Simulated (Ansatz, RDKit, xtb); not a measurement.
# C4H6BNO2: which of the isomers drawn lies lowest?, part 1 of 2

Which of a sample of isomers of C4H6BNO2 is the most stable in the gas at 298.15 K, and what are its properties? The sample is small against all isomers, and the most stable one of this formula need not be in it.

The funnel: GFN2-xTB relaxations, single points with a density functional, relaxations at B3LYP-D3(BJ)/def2-SVP, harmonic vibrations (at GFN2-xTB), and a last energy at a higher level. All values are calculated.

## Step 1: Possible bonding patterns

Isomers were taken from a list of plausible structures; this is a sample, not all of them. That gives 13 candidates.

```tsv
label	SMILES	spin
c024	C=C(CC#N)B(O)O	singlet
c195	C=CB(O)OCC#N	singlet
c226	C[C@@H]1OBO[C@@H]1C#N	singlet
c250	N#CB(O)OC1CC1	singlet
c285	OB(O)c1ccc[nH]1	singlet
c381	C/N=C\C#CB(O)O	singlet
c516	CB1OC[C@H](C#N)O1	singlet
c529	N=CC#CCB(O)O	singlet
c707	C[C@@H]1COB(C#N)O1	singlet
c744	C[C@]1(C#N)COBO1	singlet
c784	C=CCOB(O)C#N	singlet
c878	N#C[C@@H]1CCOBO1	singlet
c911	OB(O)c1cc[nH]c1	singlet
```

Candidates are built by distance geometry, with a force field where one applies, in up to four conformers (letters a to d).

## Step 2: First filter: tight binding

All 26 starts are relaxed the same way. One of them, c529c (taken from a list of plausible isomers, embedded by distance geometry and UFF), in full:

start.xyz reads:

```xyz
14
c529c
C     -2.523276     0.017128     2.424910
C     -1.606763     0.604398     1.435528
C     -0.850728     1.031563     0.616914
C      0.054861     1.540045    -0.363988
B     -0.206405     0.946112    -1.794127
N     -3.259738    -1.004503     2.104370
O     -0.118344    -0.487812    -2.025799
O     -0.610487     1.778429    -2.904248
H     -3.161557    -1.475736     1.214946
H     -2.636997     0.470461     3.386042
H     -0.029795     2.653653    -0.417496
H      1.087851     1.296309    -0.067167
H     -1.002117    -0.865807    -1.844089
H      0.233528     2.064668    -3.319469
```

On the command line:

```sh
$ xtb start.xyz --gfn 2 --opt
```

Standard output:

```text
* xtb version 6.7.1
   ID    Z sym.   atoms
    1    6 C      1-4
    2    5 B      5
    3    7 N      6
    4    8 O      7, 8
    5    1 H      9-14

           -------------------------------------------------
          |                Calculation Setup                |
           -------------------------------------------------

          program call               : xtb start.xyz --gfn 2 --opt
          coordinate file            : start.xyz
          omp threads                :                     4

           -------------------------------------------------
          |                 G F N 2 - x T B                 |
           -------------------------------------------------

      * Hamiltonian:
        H0-scaling (s, p, d)           1.850000    2.230000    2.230000
        zeta-weighting                 0.500000
      * Dispersion:
        s8                             2.700000
        a1                             0.520000
        a2                             5.000000
        s9                             5.000000
      * Repulsion:
        kExp                           1.500000    1.000000
        rExp                           1.000000
      * Coulomb:
        alpha                          2.000000
        third order                    shell-resolved
        anisotropic                    true
        a3                             3.000000
        a5                             4.000000
        cn-shift                       1.200000
        cn-exp                         4.000000
        max-rad                        5.000000

          ...................................................
          :                      SETUP                      :
          :.................................................:
          :  # basis functions                  38          :
          :  # atomic orbitals                  38          :
          :  # shells                           22          :
          :  # electrons                        42          :
          :  max. iterations                   250          :
          :  Hamiltonian                  GFN2-xTB          :
          :  restarted?                      false          :
          :  GBSA solvation                  false          :
          :  PC potential                    false          :
          :  electronic temp.          300.0000000     K    :
          :  accuracy                    1.0000000          :
          :  -> integral cutoff          0.2500000E+02      :
          :  -> integral neglect         0.1000000E-07      :
          :  -> SCF convergence          0.1000000E-05 Eh   :
          :  -> wf. convergence          0.1000000E-03 e    :
          :  Broyden damping             0.4000000          :
          :  net charge                          0          :
          :  unpaired electrons                  0          :
          ...................................................

[... 70 lines left out ...]
          :   grad. convergence          0.1000000E-02 Eh/α :
[... 94 lines left out ...]
 * total energy  :   -23.8639695 Eh     change       -0.1008605E-02 Eh
[... 84 lines left out ...]
 * total energy  :   -23.8800100 Eh     change       -0.7983931E-02 Eh
[... 84 lines left out ...]
 * total energy  :   -23.8908568 Eh     change       -0.1992757E-02 Eh
[... 84 lines left out ...]
 * total energy  :   -23.8940219 Eh     change       -0.3321306E-03 Eh
[... 103 lines left out ...]
 * total energy  :   -23.8957813 Eh     change       -0.1578957E-03 Eh
[... 94 lines left out ...]
 * total energy  :   -23.8962968 Eh     change       -0.6098919E-04 Eh
[... 92 lines left out ...]
 * total energy  :   -23.8964169 Eh     change       -0.3384027E-04 Eh
[... 94 lines left out ...]
 * total energy  :   -23.8965571 Eh     change       -0.2952238E-04 Eh
[... 105 lines left out ...]
 * total energy  :   -23.8967353 Eh     change       -0.1832184E-04 Eh
[... 89 lines left out ...]
 * total energy  :   -23.8968863 Eh     change       -0.8331756E-04 Eh
[... 88 lines left out ...]
 * total energy  :   -23.8972422 Eh     change       -0.8040768E-04 Eh
[... 89 lines left out ...]
 * total energy  :   -23.8976596 Eh     change       -0.5319667E-04 Eh
[... 99 lines left out ...]
 * total energy  :   -23.8978294 Eh     change       -0.2558592E-04 Eh
[... 91 lines left out ...]
 * total energy  :   -23.8981136 Eh     change       -0.9271127E-04 Eh
[... 92 lines left out ...]
 * total energy  :   -23.8984386 Eh     change       -0.9385086E-04 Eh
[... 88 lines left out ...]
 * total energy  :   -23.8988223 Eh     change       -0.1046156E-03 Eh
[... 90 lines left out ...]
 * total energy  :   -23.8991154 Eh     change       -0.9016559E-04 Eh
[... 87 lines left out ...]
 * total energy  :   -23.8993278 Eh     change        0.1010720E-04 Eh
[... 100 lines left out ...]
 * total energy  :   -23.8995481 Eh     change       -0.2377565E-04 Eh
[... 93 lines left out ...]
 * total energy  :   -23.8997706 Eh     change       -0.4970168E-04 Eh
[... 89 lines left out ...]
 * total energy  :   -23.8999173 Eh     change       -0.1239515E-04 Eh
[... 89 lines left out ...]
 * total energy  :   -23.8999562 Eh     change       -0.5505783E-05 Eh
[... 57 lines left out ...]
 final structure:
[... 100 lines left out ...]
         :: total energy             -23.899959800200 Eh    ::
[... 63 lines left out ...]
Topologies differ in total number of bonds
Writing topology from bond orders to xtbtopo.mol

molecular dipole:
                 x           y           z       tot (Debye)
 q only:        0.347       0.245      -0.735
   full:        0.504       0.289      -0.940       2.810
molecular quadrupole (traceless):
                xx          xy          yy          xz          yz          zz
 q only:       -3.529      -1.906       3.709       5.627       0.196      -0.180
  q+dip:       -5.544      -3.139       6.535       8.758       0.563      -0.991
   full:       -6.489      -2.914       7.502      10.584       0.770      -1.013

           -------------------------------------------------
          |                Geometry Summary                 |
           -------------------------------------------------

      molecular mass/u    :      110.9071292
   center of mass at/Å    :       -1.0996403       0.6143501      -0.1982347
  moments of inertia/u·Å² :        0.7966910E+02   0.6417119E+03   0.6921768E+03
rotational constants/cm⁻¹ :        0.2115956E+00   0.2626978E-01   0.2435452E-01

 * 9 selected distances

     #   Z          #   Z                                           value/Å
     2   6          3   6                                         1.2074029
     1   6          6   7                                         1.2621640
     5   5          7   8                                         1.3449911
     5   5          8   8                                         1.3542365 (max)
     1   6         10   1                                         1.0883456
     4   6         11   1                                         1.0928356
     4   6         12   1                                         1.0919910
     7   8         13   1                                         0.9580683
     8   8         14   1                                         0.9576904 (min)

 * 5 distinct bonds (by element types)

   Z      Z             #   av. dist./Å        max./Å        min./Å
   1 H    6 C           3     1.0910574     1.0928356     1.0883456
   6 C    6 C           1     1.2074029     1.2074029     1.2074029
   6 C    7 N           1     1.2621640     1.2621640     1.2621640
   1 H    8 O           2     0.9578793     0.9580683     0.9576904
   5 B    8 O           2     1.3496138     1.3542365     1.3449911

optimized geometry written to: xtbopt.xyz

           -------------------------------------------------
          | TOTAL ENERGY              -23.899959800200 Eh   |
          | GRADIENT NORM               0.000613651268 Eh/α |
          | HOMO-LUMO GAP               3.172521027256 eV   |
           -------------------------------------------------

------------------------------------------------------------------------
------------------------------------------------------------------------
 total:
 * wall-time:     0 d,  0 h,  0 min,  0.492 sec
 *  cpu-time:     0 d,  0 h,  0 min,  1.735 sec
 * ratio c/w:     3.524 speedup
 SCF:
 * wall-time:     0 d,  0 h,  0 min,  0.006 sec
 *  cpu-time:     0 d,  0 h,  0 min,  0.021 sec
 * ratio c/w:     3.382 speedup
 ANC optimizer:
 * wall-time:     0 d,  0 h,  0 min,  0.478 sec
 *  cpu-time:     0 d,  0 h,  0 min,  1.701 sec
 * ratio c/w:     3.561 speedup
```

Run time: 0.51 s. Hardware: 4 threads of Arm Neoverse V1, shared host.

## Step 3: Distinct minima at GFN2-xTB

26 of the 26 relaxations converged; 4 ended on a minimum already found. 22 distinct structures remain:

```tsv
label	start	SMILES after	spin	energy (kcal/mol)
c285a	drawn	OB(O)c1ccc[nH]1	singlet	0.0
c911a	drawn	OB(O)c1cc[nH]c1	singlet	5.7
c878b	drawn	N#C[C@@H]1CCOBO1	singlet	18.8
c744a	drawn	C[C@]1(C#N)COBO1	singlet	19.1
c878a	drawn	N#C[C@@H]1CCOBO1	singlet	19.7
c226a	drawn	C[C@@H]1OBO[C@@H]1C#N	singlet	19.9
c707b	drawn	C[C@@H]1COB(C#N)O1	singlet	26.1
c516b	drawn	CB1OC[C@H](C#N)O1	singlet	27.3
c024a	drawn	C=C(CC#N)B(O)O	singlet	44.2
c024b	drawn	C=C(CC#N)B(O)O	singlet	44.2
c250b	drawn	N#CB(O)OC1CC1	singlet	45.8
c250a	drawn	N#CB(O)OC1CC1	singlet	47.3
c784b	drawn	C=CCOB(O)C#N	singlet	53.9
c784a	drawn	C=CCOB(O)C#N	singlet	55.3
c381a	drawn	C/N=C\C#CB(O)O	singlet	55.8
c195b	drawn	C=CB(O)OCC#N	singlet	55.9
c195d	drawn	C=CB(O)OCC#N	singlet	55.9
c195c	drawn	C=CB(O)OCC#N	singlet	56.7
c529c	drawn	N=CC#CCB(O)O	singlet	58.6
c195a	drawn	C=CB(O)OCC#N	singlet	58.8
c529a	drawn	N=CC#CCB(O)O	singlet	59.7
c529b	drawn	N=CC#CCB(O)O	singlet	61.1
```

## Step 4: Single points on the low minima

A choice of the minima (the low ones first, few conformers of a pattern, up to a cap) and the lowest that fell apart get a single point at r2SCAN-D4/def2-SVP on the tight-binding geometry, and one at HF/STO-3G for comparison. The lowest singlets are also tried as triplets at the same geometry (label ending in t). The first, c285a:

input.yaml reads:

```yaml
crystal:
  periodic: [false, false, false]
  atoms:
    - symbol: C
      position_ang: [-1.247224, -1.016022, -0.415737]
    - symbol: C
      position_ang: [0.056806, -0.558559, -0.512837]
    - symbol: C
      position_ang: [0.638361, -0.622857, 0.760827]
    - symbol: C
      position_ang: [-0.317826, -1.117696, 1.612595]
    - symbol: B
      position_ang: [-2.370392, -1.177571, -1.474131]
    - symbol: "N"
      position_ang: [-1.438281, -1.347851, 0.897426]
    - symbol: O
      position_ang: [-3.571119, -1.665794, -1.064852]
    - symbol: O
      position_ang: [-2.223227, -0.857450, -2.791581]
    - symbol: H
      position_ang: [-4.207900, -1.734524, -1.776711]
    - symbol: H
      position_ang: [-1.363618, -0.520902, -3.035866]
    - symbol: H
      position_ang: [0.541362, -0.213058, -1.406768]
    - symbol: H
      position_ang: [1.638966, -0.340127, 1.022837]
    - symbol: H
      position_ang: [-0.267794, -1.315536, 2.665751]
    - symbol: H
      position_ang: [-2.308873, -1.711705, 1.246330]
basis:
  gaussian: {orbitals: def2-SVP}
total_charge: 0
hamiltonian: {xc: {name: r2SCAN}, dispersion: d4}
scf: {lower_state_search: "off"}
```

On the command line:

```sh
$ ansatz run input.yaml --threads 4 --pin off --max-ram 7830MiB --events-out events.jsonl --progress --plain --runs-dir runs
```

Standard output:

```text
Warning: RAYON_NUM_THREADS=4 ignored (pool sized by the plan → 4); use --threads N
Functional definition: r2SCAN
  name "r2SCAN"
  parameter k0 = 0.174
  parameter k1 = 0.065
  parameter a1 = 4.9479
  exchange = r2scan_x(k0 = k0, k1 = k1, a1 = a1)
  correlation = r2scan_c
these checks for a lower state are left out or cut short: stability, starts, cluster_reference, orbital_swaps, neighbouring_geometries, increment
1592 factors; their error is unknown
mean field evaluation 1: about -10482.8541 eV, gradient 7.8e1 eV
mean field evaluation 2: about -10471.9029 eV, gradient 1.1e2 eV
mean field evaluation 4: about -10495.7410 eV, gradient 5.4e0 eV
mean field evaluation 8: about -10495.8258 eV, gradient 1.6e-1 eV
mean field evaluation 16: about -10495.7466 eV, gradient 1.1e-3 eV
mean field -10495.74662082 eV, -385.7115740424 hartree, gradient 7.6e-6 eV, S^2 0.000000; 0 other end points of the search recorded, 0 dependent functions left out
reference -10495.74663177 eV, -385.7115744448 hartree; 29, 29 occupied and 113, 113 virtual orbitals, 1592 factors
Total energy: -10495.83594380 eV, -385.7148566014 hartree
Checks for a lower state left out: stability, starts, cluster_reference, orbital_swaps, neighbouring_geometries, increment
```

Wall time 1.9 s (4 threads of Arm Neoverse V1, shared host); peak memory 0.18 GiB.

Relative energies in kcal/mol, each column from its lowest structure that stays in one piece:

```tsv
label	SMILES	spin	GFN2-xTB	HF/STO-3G	r2SCAN-D4/def2-SVP
c285a	OB(O)c1ccc[nH]1	singlet	0.0	39.5	0.0
c911a	OB(O)c1cc[nH]c1	singlet	5.7	46.1	6.9
c707b	C[C@@H]1COB(C#N)O1	singlet	26.1	0.0	28.8
c516b	CB1OC[C@H](C#N)O1	singlet	27.3	10.9	35.7
c878b	N#C[C@@H]1CCOBO1	singlet	18.8	21.3	44.1
c744a	C[C@]1(C#N)COBO1	singlet	19.1	18.5	44.5
c226a	C[C@@H]1OBO[C@@H]1C#N	singlet	19.9	18.9	44.7
c878a	N#C[C@@H]1CCOBO1	singlet	19.7	21.2	45.0
c285at	OB(O)c1ccc[nH]1	triplet	–	–	91.2
c911at	OB(O)c1cc[nH]c1	triplet	–	–	103.7
c707bt	C[C@@H]1COB(C#N)O1	triplet	–	–	158.0
```

## Step 5: Third filter: density-functional geometries

3 candidates are relaxed at B3LYP-D3(BJ)/def2-SVP (chosen among the lowest in one piece). The first, c285a:

Changes to input.yaml since step 4:

```diff
@@ -32,5 +32,10 @@
 basis:
-  gaussian: {orbitals: def2-SVP}
-total_charge: 0
-hamiltonian: {xc: {name: r2SCAN}, dispersion: d4}
-scf: {lower_state_search: "off"}
+  gaussian:
+    orbitals: def2-SVP
+hamiltonian:
+  xc: {name: B3LYP}
+  dispersion: d3bj
+scf:
+  lower_state_search: off
+relax:
+  f_tol: 0.006
```

On the command line:

```sh
$ ansatz run input.yaml --threads 4 --pin off --max-ram 7830MiB --events-out events.jsonl --progress --plain --runs-dir runs
```

Standard output:

```text
Warning: RAYON_NUM_THREADS=4 ignored (pool sized by the plan → 4); use --threads N
The last accepted step is kept in runs//last_step.txt (removed where the run ends without a failure and the disk answers)
Functional definition: B3LYP
  name "B3LYP"
  parameter a0 = 0.2
  parameter ax = 0.72
  parameter ac = 0.81
  exchange = (1 - a0 - ax)*slater_x + ax*b88_x + a0*exact_x
  correlation = (1 - ac)*vwn_rpa_c + ac*lyp_c
these checks for a lower state are left out or cut short: stability, starts, cluster_reference, orbital_swaps, neighbouring_geometries, increment
1612 factors; integrals over basis functions are off by at most 3.6e-4 eV
mean field evaluation 1: about -10489.0266 eV, gradient 7.8e1 eV
mean field evaluation 2: about -10481.2459 eV, gradient 1.0e2 eV
mean field evaluation 4: about -10501.4942 eV, gradient 3.7e0 eV
mean field evaluation 8: about -10501.5930 eV, gradient 7.2e-2 eV
mean field evaluation 16: about -10501.5930 eV, gradient 2.3e-5 eV
mean field -10501.59303068 eV, -385.9264256421 hartree, gradient 7.0e-6 eV, S^2 0.000000; 0 other end points of the search recorded, 0 dependent functions left out
the calculation of the forces begins
reference -10501.59328239 eV, -385.9264348922 hartree; 29, 29 occupied and 113, 113 virtual orbitals, 1612 factors
relax step   1: F+E_penalty+E_count = -10502.16050973 eV  Δ(F+E_penalty+E_count) = +0.000e0 eV  max|allowed force component| = 8.181e-1 eV/Å  Δτ_max = 0.0000 Å  (16 SCF iters, accepted)
these checks for a lower state are left out or cut short: stability, starts, cluster_reference, orbital_swaps, neighbouring_geometries, increment
1612 factors; integrals over basis functions are off by at most 3.7e-4 eV
mean field -10501.63951869 eV, -385.9281340450 hartree, gradient 9.0e-7 eV, S^2 0.000000; 0 other end points of the search recorded, 0 dependent functions left out
the calculation of the forces begins
reference -10501.63977206 eV, -385.9281433562 hartree; 29, 29 occupied and 113, 113 virtual orbitals, 1612 factors
relax step   2: F+E_penalty+E_count = -10502.20742647 eV  Δ(F+E_penalty+E_count) = -4.692e-2 eV  max|allowed force component| = 2.942e-1 eV/Å  Δτ_max = 0.0236 Å  (23 SCF iters, accepted)
these checks for a lower state are left out or cut short: stability, starts, cluster_reference, orbital_swaps, neighbouring_geometries, increment
1612 factors; integrals over basis functions are off by at most 3.7e-4 eV
mean field evaluation 32: about -10501.6445 eV, gradient 7.3e-7 eV
mean field -10501.64451675 eV, -385.9283177202 hartree, gradient 9.2e-7 eV, S^2 0.000000; 0 other end points of the search recorded, 0 dependent functions left out
the calculation of the forces begins
reference -10501.64477076 eV, -385.9283270550 hartree; 29, 29 occupied and 113, 113 virtual orbitals, 1612 factors
relax step   3: F+E_penalty+E_count = -10502.21255789 eV  Δ(F+E_penalty+E_count) = -5.131e-3 eV  max|allowed force component| = 6.290e-2 eV/Å  Δτ_max = 0.0112 Å  (23 SCF iters, accepted)
[... 5 lines left out ...]
relax step   4: F+E_penalty+E_count = -10502.21296541 eV  Δ(F+E_penalty+E_count) = -4.075e-4 eV  max|allowed force component| = 3.363e-2 eV/Å  Δτ_max = 0.0041 Å  (14 SCF iters, accepted)
[... 5 lines left out ...]
relax step   5: F+E_penalty+E_count = -10502.21310642 eV  Δ(F+E_penalty+E_count) = -1.410e-4 eV  max|allowed force component| = 3.051e-2 eV/Å  Δτ_max = 0.0065 Å  (14 SCF iters, accepted)
[... 5 lines left out ...]
relax step   6: F+E_penalty+E_count = -10502.21320575 eV  Δ(F+E_penalty+E_count) = -9.933e-5 eV  max|allowed force component| = 7.982e-3 eV/Å  Δτ_max = 0.0028 Å  (14 SCF iters, accepted)
these checks for a lower state are left out or cut short: stability, starts, cluster_reference, orbital_swaps, neighbouring_geometries, increment
1612 factors; integrals over basis functions are off by at most 3.7e-4 eV
mean field -10501.64496599 eV, -385.9283342295 hartree, gradient 8.5e-7 eV, S^2 0.000000; 0 other end points of the search recorded, 0 dependent functions left out
the calculation of the forces begins
reference -10501.64521997 eV, -385.9283435630 hartree; 29, 29 occupied and 113, 113 virtual orbitals, 1612 factors
relax step   7: F+E_penalty+E_count = -10502.21320798 eV  Δ(F+E_penalty+E_count) = -2.237e-6 eV  max|allowed force component| = 1.210e-3 eV/Å  Δτ_max = 0.0005 Å  (13 SCF iters, accepted)
Total energy: -10502.21346196 eV, -385.9492260711 hartree
Atom 0 at    -1.246974    -1.011716    -0.437582 Å, force    -0.000049    -0.000108    -0.000123 eV/Å
Atom 1 at     0.069291    -0.551685    -0.523796 Å, force     0.000139     0.000021     0.000177 eV/Å
Atom 2 at     0.652809    -0.618950     0.767133 Å, force     0.000400     0.000110     0.000007 eV/Å
Atom 3 at    -0.320143    -1.120487     1.622186 Å, force     0.000153     0.000155    -0.000490 eV/Å
Atom 4 at    -2.373434    -1.177009    -1.482884 Å, force     0.000625    -0.000042     0.001210 eV/Å
Atom 5 at    -1.444364    -1.348558     0.887962 Å, force    -0.000700    -0.000060    -0.000585 eV/Å
Atom 6 at    -3.574094    -1.669532    -1.046915 Å, force    -0.000990    -0.000180     0.000291 eV/Å
Atom 7 at    -2.240565    -0.861813    -2.808412 Å, force     0.000052     0.000170    -0.000193 eV/Å
Atom 8 at    -4.217850    -1.739346    -1.763791 Å, force     0.000425    -0.000013    -0.000315 eV/Å
Atom 9 at    -1.367068    -0.522122    -3.033864 Å, force     0.000245     0.000086    -0.000211 eV/Å
Atom 10 at     0.561795    -0.201070    -1.430914 Å, force    -0.000256    -0.000015     0.000069 eV/Å
Atom 11 at     1.665131    -0.336086     1.048702 Å, force     0.000008    -0.000097    -0.000058 eV/Å
Atom 12 at    -0.284672    -1.326503     2.690033 Å, force     0.000030     0.000107    -0.000017 eV/Å
Atom 13 at    -2.320621    -1.714775     1.239425 Å, force    -0.000082    -0.000134     0.000237 eV/Å
Dipole moment:    -0.089882    -0.036264     0.030262 e Å
Checks for a lower state left out: stability, starts, cluster_reference, orbital_swaps, neighbouring_geometries, increment
```

Wall time 16 s (4 threads of Arm Neoverse V1, shared host); peak memory 0.37 GiB.

Energy change by step (eV): 0.0000, -0.0469, -0.0520, -0.0525, -0.0526, -0.0527, -0.0527.

After the run. Bond lengths: C1–C2 1.397 Å, C2–C3 1.418 Å, C3–C4 1.389 Å, C1–B5 1.546 Å, C1–N6 1.382 Å, C4–N6 1.362 Å, B5–O7 1.369 Å, B5–O8 1.369 Å, O7–H9 0.966 Å, O8–H10 0.964 Å, C2–H11 1.090 Å, C3–H12 1.088 Å, C4–H13 1.088 Å, N6–H14 1.013 Å. Some angles: C1–C2–C3 108.4°, C2–C1–B5 132.9°, C2–C1–N6 105.9°, B5–C1–N6 121.2°, C2–C3–C4 106.8°, C3–C4–N6 107.9°, C1–B5–O7 117.5°, C1–B5–O8 124.0°, O7–B5–O8 118.4°, C1–N6–C4 111.0°.

(Continued in part 2 of 2.)
